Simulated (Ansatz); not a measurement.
**Bi (diamond type): how the settings move a single-point run**

Aim: see which settings change the result for Bi (diamond type), by how much, and at what cost.

Program: Ansatz 0.2.0. Level of theory: reference: DFT, PBE, all-electron LAPW, scalar-relativistic. These are calculated values, not measurements.

2 further runs of the same task are left out: 2 that didn't finish.

## (1) The system as given

It takes space group R-3m (No. 166, trigonal). Conventional cell: a = 4.837 Å, b = 4.837 Å, c = 11.847 Å, α = 90.00°, β = 90.00°, γ = 120.00°. Around Bi (site symmetry 3m) lie 1 Bi at 2.61 Å.

Structure file:

```
Bi
1.0
     0.00000    3.41995    3.41995
     3.41995    0.00000    3.41995
     3.41995    3.41995    0.00000
Bi
2
Direct
  0.83000 0.89000 0.89000
  0.17000 0.11000 0.11000
```

## (2) Baseline

The input, input.yaml:

```yaml
crystal:
  lattice:
    - [0.0, 3.4199518934, 3.4199518934]
    - [3.4199518934, 0.0, 3.4199518934]
    - [3.4199518934, 3.4199518934, 0.0]
  atoms:
    - { symbol: Bi, position: [-0.17, -0.11, -0.11] }
    - { symbol: Bi, position: [0.17, 0.11, 0.11] }
kpoints:
  mp_grid: { grid: [8, 8, 8] }
scf:
  occupations: { method: fermi_dirac, width: 0.05 }
hamiltonian:
  xc: pbe
  pseudopotentials: { kind: all_electron, lapw: { basis_error: 0.001 } }
output:
  forces: true
  stress: true
  eigenvalues: true
  populations: true
```

Started as:

```bash
ansatz run input.yaml --threads 1 --pin off --max-ram 2048MiB --backend cpu --events-out ev --progress --plain --runs-dir out
```

## (3) Changing settings: mp_grid.grid [12, 12, 12], n_extra_bands 4

input.yaml, as its differences from that of step 2:

```diff
@@ -9,5 +9,6 @@
 kpoints:
-  mp_grid: { grid: [8, 8, 8] }
+  mp_grid: { grid: [12, 12, 12] }
 scf:
   occupations: { method: fermi_dirac, width: 0.05 }
+  n_extra_bands: 4
 hamiltonian:
```

What does the calculation give? Wanted: for each run, ending; energy change; pressure; gap; force.

As calculated:

```tsv
run	ending	energy change	pressure (GPa)	gap (eV)	force (eV/Å)	cycles	time
reference	converged	0	10.7	0.00	3.76	8	75 s
1: mp_grid.grid [12, 12, 12], n_extra_bands 4	converged	+4.0 meV/atom	10.8	0.00	3.77	8	3.5 min
```

Residual by cycle in the longest SCF loop of each run; runs are numbered as in the table. The quantity is the density residual dr2, in eV.

```tsv
cycle	reference	run 1
1	0.133	0.136
2	0.082	0.00805
3	0.00206	0.0026
4	1.4e-4	2.0e-4
5	9.7e-6	1.9e-5
6	1.7e-6	1.4e-6
7	1.6e-7	1.8e-7
8	7.5e-9	1.9e-8
```

Changing the k-point mesh and band count moves the energy by +4.0 meV/atom. The energy is not variational in the mesh, so the sign tells nothing. Mixing and thresholds change the path, not the converged energy, so the shift is the mesh's. Cost: 3.5 min against 75 s.
